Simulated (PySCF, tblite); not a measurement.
# C₃H₁₅N₃Si₂: geometry, infrared bands and NMR shifts

What infrared bands and NMR shifts should C₃H₁₅N₃Si₂ (`CN[Si@@H](N)NCC[SiH3]`) show?

Programs: tblite 0.8.0 and PySCF 2.14.0, with density-fitted response routines of our own. Each step states its level of theory. These are calculated values for one molecule in the gas phase, unless marked as measured. Atoms are numbered from 0 throughout.

**1. Starting geometry**

23 atoms, charge 0, multiplicity 1; geometry from: force field or distance geometry start.

Bonds of the start (Å): C0–N1 1.44, N1–Si2 1.77, Si2–N3 1.81, Si2–N4 1.78, N4–C5 1.44, C5–C6 1.50, C6–Si7 1.87, C0–H8 1.11, C0–H9 1.11, C0–H10 1.11, N1–H11 1.04, Si2–H12 1.45, N3–H13 1.05, N3–H14 1.02, N4–H15 1.04, C5–H16 1.12, C5–H17 1.11, C6–H18 1.11, C6–H19 1.09, Si7–H20 1.48, Si7–H21 1.47, Si7–H22 1.46.

**2. Relaxing the molecule with GFN2-xTB**

The job: settings as JSON, then the geometry in Å.

```
{"job": {"kind": "relax", "xc": "GFN2-xTB", "basis": "xTB"}, "charge": 0, "multiplicity": 1}
C     -3.293700    -0.962100     0.098900
N     -1.962600    -1.328700    -0.297000
Si    -0.818000     0.026400    -0.251000
N     -1.711200     1.598100    -0.097600
N      0.321900    -0.010800     1.114200
C      1.352800     0.988700     0.986400
C      2.201200     0.859000    -0.249400
Si     3.093300    -0.777700    -0.336600
H     -3.667900    -0.198900    -0.619400
H     -3.365700    -0.545300     1.126200
H     -3.963300    -1.840500     0.018700
H     -1.657400    -2.185400     0.202800
H     -0.121900     0.079600    -1.519800
H     -2.406500     1.562200     0.684300
H     -2.174800     1.782800    -0.989900
H      0.678800    -0.960700     1.335500
H      0.885400     2.007200     0.953100
H      1.949300     0.954200     1.927700
H      2.989400     1.643600    -0.171900
H      1.665900     1.032600    -1.184300
H      4.560100    -0.615200    -0.354400
H      2.686600    -1.416400    -1.596800
H      2.753700    -1.666000     0.776200
```

Run with:

```
$ OMP_NUM_THREADS=1 python probes_run.py task.json out
```

One launch serves the whole session: the jobs run in the order shown.

**Question.** This job is followed by: GFN2-xTB harmonic vibrations, gas phase; GIAO PBE0/pcSseg-1 NMR shielding, non-relativistic, gas phase. Predict these results of the whole session: strongest single infrared mode (GFN2-xTB); zero-point energy (GFN2-xTB); ¹³C shifts against TMS (PBE0/pcSseg-1); ¹H shifts against TMS (PBE0/pcSseg-1, means over atoms taken as alike); ¹⁵N shifts against NH3 (PBE0/pcSseg-1); ²⁹Si shifts against TMS (PBE0/pcSseg-1); surface potential, 1st and 99th percentile.

As calculated:

| quantity | value |
| --- | --- |
| strongest single infrared mode (GFN2-xTB) | 2231 cm⁻¹, 394 km/mol |
| zero-point energy (GFN2-xTB) | 115.0 kcal/mol |
| ¹³C shifts against TMS (PBE0/pcSseg-1) | 42.8, 29.3, 16.3 ppm |
| ¹H shifts against TMS (PBE0/pcSseg-1, means over atoms taken as alike) | 5.27, 3.77, 3.76, 2.85, 2.70, 1.31, 0.73, 0.51, 0.04, -0.12 ppm |
| ¹⁵N shifts against NH3 (PBE0/pcSseg-1) | 45.7, 33.0, 22.8 ppm |
| ²⁹Si shifts against TMS (PBE0/pcSseg-1) | -36.1, -77.9 ppm |
| surface potential, 1st and 99th percentile | -1.46 V and 1.43 V |

Relaxing lowered the energy by 0.771 eV in 162 steps; the close pair that moved most is Si2–N3, from 1.814 to 1.726 Å. No mode is imaginary among the 63: a minimum at this level. The strongest single mode, at 2231 cm⁻¹, moves mainly H22. Unscaled tight-binding wavenumbers are off by several per cent, some by more. Its intensities can rank the bands wrongly. C5 (sp3 CH2 bonded to N) lies farthest downfield among carbon, at 42.8 ppm; pulled downfield by the heteroatom.
